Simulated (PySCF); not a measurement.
# MoOF₂: relaxation and vibrations of the singlet

Where does singlet MoOF₂ go from a trigonal pyramidal start, is the end point a minimum, and what are its modes, charges and moments?

The runs use PySCF 2.14.0; PBE0, basis Mo def2-TZVP with ECP28, O def2-TZVP, F def2-TZVP, scalar-relativistic core potentials, no spin–orbit coupling, density fitting.

## Step 1: Where the work starts

4 atoms, charge 0, spin multiplicity 1.

Bond lengths: Mo1–O2 1.780 Å, Mo1–F3 2.020 Å, Mo1–F4 2.020 Å. Angles: O2–Mo1–F3 99.8°, O2–Mo1–F4 99.8°, F3–Mo1–F4 99.8°.

Coordinates in bohr (charge 0 multiplicity 1):
```
Mo    0.0000   -0.6241    0.0000
O     3.1998    0.4131    0.0000
F    -1.3470    1.4343   -2.9189
F    -1.3470    1.4342    2.9189
```

## Step 2: Finding the electronic state

One driver script runs all steps and calls PySCF; scf.py shows how it sets up the SCF of each step. The optimiser is the driver's own. After this first run the driver tries any further starts and a stability analysis.

scf.py reads:

```python
from pyscf import gto, scf, dft
mol = gto.M(atom='''
Mo     0.000000    -0.330270     0.000000
O      1.693280     0.218620    -0.000000
F     -0.712790     0.758990    -1.544640
F     -0.712790     0.758970     1.544620''',
    basis={'Mo': 'def2-TZVP', 'O': 'def2-TZVP', 'F': 'def2-TZVP'},
    ecp={'Mo': 'def2-TZVP'},
    charge=0, spin=0)
mf = dft.RKS(mol, xc='PBE0')
mf.grids.atom_grid = (50, 194)
aux = {'Mo': 'def2-universal-JKFIT', 'O': 'def2-universal-JKFIT', 'F': 'def2-universal-JKFIT'}
mf = mf.density_fit(auxbasis=aux)
mf.conv_tol = 1e-08
mf.diis_space = 10
mf.max_cycle = 60
mf.init_guess = 'minao'
mf.verbose = 4
mf.kernel()
```

The run is started by

```bash
OMP_NUM_THREADS=4 python axn.py task.json out
```

The log of the run, cut to the lines that bear on the results:

```text
[... the frontier levels of the middle cycles are left out ...]
init E= -336.218987342818
  HOMO = -0.413215521493197  LUMO = -0.392988786444001  gap/eV = 0.55040
cycle= 1 E= -342.602357460392  delta_E= -6.38  |g|= 1.38  |ddm|=  3.7
  HOMO = -0.190425986026721  LUMO = -0.148725298077264  gap/eV = 1.13473
cycle= 2 E= -335.051743666888  delta_E= 7.55  |g|= 6.06  |ddm|= 3.51
  HOMO = -0.186167027124942  LUMO = -0.104178059322837  gap/eV = 2.23103
cycle= 3 E= -342.901008676084  delta_E= -7.85  |g|= 0.64  |ddm|=    3
cycle= 4 E= -342.812637905539  delta_E= 0.0884  |g|= 0.934  |ddm|= 0.693
cycle= 5 E= -342.96672601313  delta_E= -0.154  |g|= 0.187  |ddm|= 0.41
cycle= 6 E= -342.972071573604  delta_E= -0.00535  |g|= 0.105  |ddm|= 0.115
cycle= 7 E= -342.974243027481  delta_E= -0.00217  |g|= 0.0272  |ddm|= 0.0517
cycle= 8 E= -342.974482522984  delta_E= -0.000239  |g|= 0.00931  |ddm|= 0.0361
cycle= 9 E= -342.974549656655  delta_E= -6.71e-05  |g|= 0.00332  |ddm|= 0.0251
cycle= 10 E= -342.974572552547  delta_E= -2.29e-05  |g|= 0.00158  |ddm|= 0.0262
cycle= 11 E= -342.97457298916  delta_E= -4.37e-07  |g|= 0.000879  |ddm|= 0.00132
cycle= 12 E= -342.974573182118  delta_E= -1.93e-07  |g|= 0.000118  |ddm|= 0.00112
cycle= 13 E= -342.974573188502  delta_E= -6.38e-09  |g|= 1.35e-05  |ddm|= 0.000318
  HOMO = -0.259021689568865  LUMO = -0.148941811836508  gap/eV = 2.99543
Extra cycle  E= -342.974573188477  delta_E= 2.49e-11  |g|= 2.73e-05  |ddm|= 3.39e-05
converged SCF energy = -342.974573188477
```

This step, with its further starts and checks, took 8.8 s on 4 threads of Arm Neoverse V2, shared host.

Energies from each starting density:

| start | energy (Eh) |
| --- | --- |
| the minimal-basis guess | -342.974573 |
| a thermally smeared density | -342.974573 |
| a smeared PBE density | -342.974573 |

No lower closed-shell solution turned up from the other starts or in the test of internal stability.

## Step 3: Relaxing the singlet from the trigonal pyramidal start

The program finds Cs symmetry in the start, which this walk keeps.

Changes to scf.py since step 2:

```diff
@@ -3,4 +3,4 @@
-Mo     0.000000    -0.330270     0.000000
-O      1.693280     0.218620    -0.000000
-F     -0.712790     0.758990    -1.544640
-F     -0.712790     0.758970     1.544620''',
+Mo    -0.000001    -0.330273    -0.000001
+O      1.693279     0.218617     0.000004
+F     -0.712788     0.758983    -1.544629
+F     -0.712794     0.758972     1.544631''',
@@ -17 +16,0 @@
-mf.init_guess = 'minao'
```

The optimiser's trace:

| step | energy (Eh) | change (kJ/mol) | largest symmetric gradient (Eh/bohr) |
| --- | --- | --- | --- |
| 0 | -342.974573 | 0.00 | 0.15037 |
| 1 | -343.034400 | -157.07 | 0.04877 |
| 2 | -343.047269 | -190.86 | 0.04452 |
| 3 | -343.050933 | -200.48 | 0.01956 |
| 4 | -343.052396 | -204.32 | 0.01381 |
| 5 | -343.053361 | -206.86 | 0.00753 |
| 6 | -343.053692 | -207.73 | 0.00675 |
| 7 | -343.053862 | -208.17 | 0.00668 |
| 8 | -343.053941 | -208.38 | 0.00258 |
| 9 | -343.053968 | -208.45 | 0.00065 |
| 10 | -343.053973 | -208.47 | 0.00024 |
| 11 | -343.053974 | -208.47 | 0.00009 |

The walk took 21 s.

End point (C2v, 11 steps, 208.5 kJ/mol gained): Mo–F 1.833 Å (×2), Mo–O 1.645 Å; F–Mo–F 127.4°, F–Mo–O 116.3° (×2).

## Step 4: Hessian and properties

On the finer grid the gradient is checked again; gradients at displacements of ±0.02 bohr then give force constants and infrared intensities.

Changes to scf.py since step 3:

```diff
@@ -3,4 +3,4 @@
-Mo    -0.000001    -0.330273    -0.000001
-O      1.693279     0.218617     0.000004
-F     -0.712788     0.758983    -1.544629
-F     -0.712794     0.758972     1.544631''',
+Mo     0.027346    -0.006163     0.000000
+O      1.632353    -0.367911     0.000002
+F     -0.761260     0.171584    -1.645047
+F     -0.761267     0.171573     1.645045''',
@@ -11 +11 @@
-mf.grids.atom_grid = (50, 194)
+mf.grids.atom_grid = (75, 302)
@@ -14 +14 @@
-mf.conv_tol = 1e-08
+mf.conv_tol = 1e-10
```

The driver hands on the density of the step before, so the log starts near convergence.

SCF at the final geometry:

```text
init E= -343.054011512828
  HOMO = -0.253644483149959  LUMO = -0.142676428719739  gap/eV = 3.01959
cycle= 1 E= -343.054011512814  delta_E= 1.34e-11  |g|= 9.19e-06  |ddm|= 5.65e-06
  HOMO = -0.253644961789526  LUMO = -0.142677257498118  gap/eV = 3.01959
Extra cycle  E= -343.054011512664  delta_E= 1.5e-10  |g|= 3.01e-05  |ddm|= 1.73e-05
converged SCF energy = -343.054011512664
```

The whole step took 36 s.

Geometry: C2v; Mo–F 1.833 Å (×2), Mo–O 1.645 Å; F–Mo–F 127.7°, F–Mo–O 116.2° (×2).

Harmonic modes (main isotopes):

```tsv
symmetry	ω (cm⁻¹)	IR (km/mol)	μ (u)	type
b1	68	9.8	25.04	bend
a1	174	8.2	21.60	bend
b2	271	6.1	18.22	bend
a1	675	68.9	19.98	stretch
b2	737	183	24.06	stretch
a1	1103	164	18.08	stretch
```

Every mode is real; the point is a minimum.

Constants and moments:

```
Dipole moment                                                   : 0.71 D
Highest occupied level                                          : -6.90 eV
Lowest empty level                                              : -3.88 eV
Rotational constants                                            : 0.2479, 0.1639, 0.09868 cm⁻¹
Zero-point energy                                               : 18.1 kJ/mol
Principal polarisabilities                                      : 34.9, 41.4, 41.7 bohr³
Atomisation energy without zero-point energy                    : 1519 kJ/mol
Principal traceless quadrupole moments about the centre of mass : -2.98, -0.62, 3.60 D Å
Entropy at 298.15 K and 1 bar                                   : 309.5 J/(mol K)
Heat capacity Cp at 298.15 K                                    : 64.6 J/(mol K)
Enthalpy at 298.15 K above 0 K                                  : 15.44 kJ/mol
Rotational symmetry number                                      : 2
```

Populations by atom (charges in e):

| atom | Mulliken | Löwdin | polar tensor | Mayer order to Mo1 |
| --- | --- | --- | --- | --- |
| Mo1 | 1.43 | 0.74 | 1.84 | – |
| O2 | -0.51 | -0.24 | -0.68 | 2.15 |
| F3,4 | -0.46 | -0.25 | -0.58 | 0.88 |

Mulliken populations on Mo1 (outside its core potential): s 2.54, p 6.17, d 3.80, f 0.07.

## Step 5: The broken-symmetry singlet

A stability analysis found the closed shell of the lowest minimum unstable towards spin polarisation, so the unrestricted solution is followed.

The program finds C2v symmetry in the start, which may break.

Changes to scf.py since step 4:

```diff
@@ -3,4 +3,4 @@
-Mo     0.027346    -0.006163     0.000000
-O      1.632353    -0.367911     0.000002
-F     -0.761260     0.171584    -1.645047
-F     -0.761267     0.171573     1.645045''',
+Mo     0.028261    -0.006370     0.000000
+O      1.633267    -0.368117     0.000002
+F     -0.760345     0.171378    -1.645047
+F     -0.760352     0.171367     1.645045''',
@@ -10,2 +10,2 @@
-mf = dft.RKS(mol, xc='PBE0')
-mf.grids.atom_grid = (75, 302)
+mf = dft.UKS(mol, xc='PBE0')
+mf.grids.atom_grid = (50, 194)
@@ -14 +14 @@
-mf.conv_tol = 1e-10
+mf.conv_tol = 1e-08
```

Steps of the walk:

| step | energy (Eh) | change (kJ/mol) | largest gradient (Eh/bohr) |
| --- | --- | --- | --- |
| 0 | -343.065229 | 0.00 | 0.01605 |
| 1 | -343.066364 | -2.98 | 0.00753 |
| 2 | -343.066489 | -3.31 | 0.00528 |
| 3 | -343.066866 | -4.30 | 0.00697 |
| 4 | -343.067067 | -4.83 | 0.00245 |
| 5 | -343.067107 | -4.93 | 0.00012 |
| 6 | -343.067108 | -4.93 | 0.00002 |

The walk took 19 s.

After 6 steps and 4.9 kJ/mol it ends at C2v: Mo–F 1.859 Å (×2), Mo–O 1.649 Å; F–Mo–F 119.0°, F–Mo–O 120.5° (×2).

## Step 6: Frequencies

The same treatment as at the point before.

Changes to scf.py since step 5:

```diff
@@ -3,4 +3,4 @@
-Mo     0.028261    -0.006370     0.000000
-O      1.633267    -0.368117     0.000002
-F     -0.760345     0.171378    -1.645047
-F     -0.760352     0.171367     1.645045''',
+Mo     0.057107    -0.012887     0.000000
+O      1.665076    -0.375740     0.000002
+F     -0.855443     0.193045    -1.606866
+F     -0.855450     0.193034     1.606864''',
@@ -11 +11 @@
-mf.grids.atom_grid = (50, 194)
+mf.grids.atom_grid = (75, 302)
@@ -14 +14 @@
-mf.conv_tol = 1e-08
+mf.conv_tol = 1e-10
```

SCF at the final geometry:

```text
init E= -343.06691656583
[... the frontier-level lines of each cycle are left out ...]
cycle= 1 E= -343.066916565611  delta_E= 2.19e-10  |g|= 2.61e-05  |ddm|= 1.61e-05
cycle= 2 E= -343.066916563107  delta_E= 2.5e-09  |g|= 8.65e-05  |ddm|= 4.84e-05
cycle= 3 E= -343.066916565861  delta_E= -2.75e-09  |g|= 3.34e-06  |ddm|= 3.75e-05
cycle= 4 E= -343.066916565865  delta_E= -4.09e-12  |g|= 4.35e-07  |ddm|= 1.77e-06
Extra cycle  E= -343.066916565866  delta_E= -4.55e-13  |g|= 4.86e-07  |ddm|= 1.88e-06
converged SCF energy = -343.066916565866  <S^2> = 0.90080155  2S+1 = 2.1455084
```

The whole step took 67 s on 4 threads of Arm Neoverse V2, shared host.

Geometry: C2v; Mo–F 1.859 Å (×2), Mo–O 1.648 Å; F–Mo–F 119.6°, F–Mo–O 120.2° (×2).

Modes, for the most abundant isotopes:

```json
{"ω (cm⁻¹)": "131", "IR (km/mol)": "20.0", "μ (u)": "24.67", "type": "bend"}
{"ω (cm⁻¹)": "162", "IR (km/mol)": "10.0", "μ (u)": "21.33", "type": "bend"}
{"ω (cm⁻¹)": "228", "IR (km/mol)": "13.7", "μ (u)": "18.51", "type": "bend"}
{"ω (cm⁻¹)": "649", "IR (km/mol)": "86.5", "μ (u)": "20.19", "type": "stretch"}
{"ω (cm⁻¹)": "691", "IR (km/mol)": "203", "μ (u)": "23.55", "type": "stretch"}
{"ω (cm⁻¹)": "1095", "IR (km/mol)": "182", "μ (u)": "18.09", "type": "stretch"}
```

No imaginary mode, so this is a minimum.

The SCF density has lower symmetry than the nuclear frame, so the modes carry no labels.

Constants and moments:

```yaml
Dipole_moment: 0.16 D
Highest_occupied_level: -7.41 eV
Lowest_empty_level: -3.39 eV
Rotational_constants: 0.2213, 0.1718, 0.09673 cm⁻¹
Zero-point_energy: 17.7 kJ/mol
Principal_polarisabilities: 33.9, 34.6, 40.5 bohr³
Atomisation_energy_without_zero-point_energy: 1553 kJ/mol
Principal_traceless_quadrupole_moments_about_the_centre_of_mass: -4.43, -2.56, 6.99 D Å
Entropy_at_298.15_K_and_1_bar: 306.7 J/(mol K)
Heat_capacity_Cp_at_298.15_K: 65.3 J/(mol K)
Enthalpy_at_298.15_K_above_0_K: 15.41 kJ/mol
Rotational_symmetry_number: 2
Spin_squared_⟨S²⟩: 0.901
```

Populations by atom (charges in e):

| atom | Mulliken | Löwdin | polar tensor | spin (Mulliken) | Mayer order to Mo1 |
| --- | --- | --- | --- | --- | --- |
| Mo1 | 1.49 | 0.82 | 2.07 | 0.00 | – |
| O2 | -0.52 | -0.25 | -0.74 | 0.00 | 2.11 |
| F3,4 | -0.48 | -0.28 | -0.67 | 0.00 | 0.81 |

Mulliken populations on Mo1 (outside its core potential): s 2.37, p 6.17, d 3.89, f 0.07.

## Step 7: All stationary points

| spin | group | bonds | imaginary modes (cm⁻¹) | ΔE (kJ/mol) | with zero-point energy |
| --- | --- | --- | --- | --- | --- |
| broken-symmetry (Ms = 0) | C2v (density of lower symmetry) | Mo–F 1.859 Å (×2), Mo–O 1.648 Å | none | 0.0 | 0.0 |
| singlet | C2v | Mo–F 1.833 Å (×2), Mo–O 1.645 Å | none | 33.9 | 34.3 |

## Step 8: Summary of results

| quantity | value |
| --- | --- |
| minimum | broken-symmetry (Ms = 0), C2v |
| geometry | Mo–F 1.859 Å (×2), Mo–O 1.648 Å; F–Mo–F 119.6°, F–Mo–O 120.2° (×2) |
| wavenumbers (cm⁻¹) | 131, 162, 228, 649, 691, 1095 |
| dipole moment | 0.16 D |
| highest occupied, lowest empty level (either spin) | -7.41, -3.39 eV |
| polar-tensor charge of Mo1 | +2.07 e |
| zero-point energy | 17.7 kJ/mol |
| entropy at 298.15 K | 306.7 J/(mol K) |
| atomisation energy (no zero-point energy) | 1553 kJ/mol |
| ⟨S²⟩ | 0.901 |

**Reading.** The trigonal pyramidal start (Cs) ends in a minimum of C2v symmetry. The determinant is spin-contaminated (⟨S²⟩ = 0.90 against 0.00), so it is no pure spin state. The strongest infrared band lies at 691 cm⁻¹ (stretch). Only this shape and spin were tried, so other structures or states may lie lower. The SCF density has lower symmetry than the nuclear frame.

The search up to here took 2.6 min.
